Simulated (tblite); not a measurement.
# C6H14P2: the cost of one run

Computed with tblite 0.8.0 and PySCF 2.14.0, with density-fitted response routines of our own, on a single molecule, in the gas phase or a continuum. Atoms count from 0, in the outputs and in this text.

**1. The starting structure**

22 atoms, charge 0, multiplicity 1; geometry from: force field or distance geometry start.

Bonds of the start (Å): C0–C1 1.35, C1–C2 1.45, C2–P3 1.80, P3–C4 1.62, P3–P5 2.12, P3–C6 1.83, C6–C7 1.51, C0–H8 1.09, C0–H9 1.09, C1–H10 1.09, C2–H11 1.12, C2–H12 1.13, C4–H13 1.06, C4–H14 1.10, P5–H15 1.44, P5–H16 1.43, C6–H17 1.10, C6–H18 1.13, C7–H19 1.12, C7–H20 1.11, C7–H21 1.10.

**2. Optimising the geometry with GFN2-xTB**

What the job is given:

```
{"job": {"kind": "relax", "xc": "GFN2-xTB", "basis": "xTB"}, "charge": 0, "multiplicity": 1}
C      3.413600     0.342400     0.625100
C      2.195100    -0.175600     0.900100
C      1.346500    -0.707700    -0.152500
P     -0.265300     0.080200    -0.340400
C     -0.818200    -0.398000    -1.789600
P     -0.273500     2.201300    -0.315900
C     -1.425500    -0.523200     0.941600
C     -2.809400    -0.601300     0.337500
H      4.055400     0.732200     1.408400
H      3.769400     0.394700    -0.401400
H      1.831400    -0.232100     1.931200
H      1.865500    -0.725800    -1.142000
H      1.129300    -1.779600     0.112000
H     -1.412200    -1.279600    -1.828800
H     -0.570500     0.194800    -2.678200
H      0.950100     2.826500     0.100200
H     -0.937200     2.796500    -1.432900
H     -1.121300    -1.523000     1.287200
H     -1.421500     0.223700     1.793600
H     -3.470300     0.122600     0.884200
H     -3.197000    -1.635900     0.481100
H     -2.844700    -0.313800    -0.721300
```

The run is started by

```bash
> OMP_NUM_THREADS=1 python probes_run.py task.json out
```

One launch serves the whole session: the jobs run in the order shown.

Q: Estimate the wall time and peak memory of this first job on 1 thread of Arm Neoverse N1, shared host.

About 2.4 s, with a peak of 0.18 GiB.
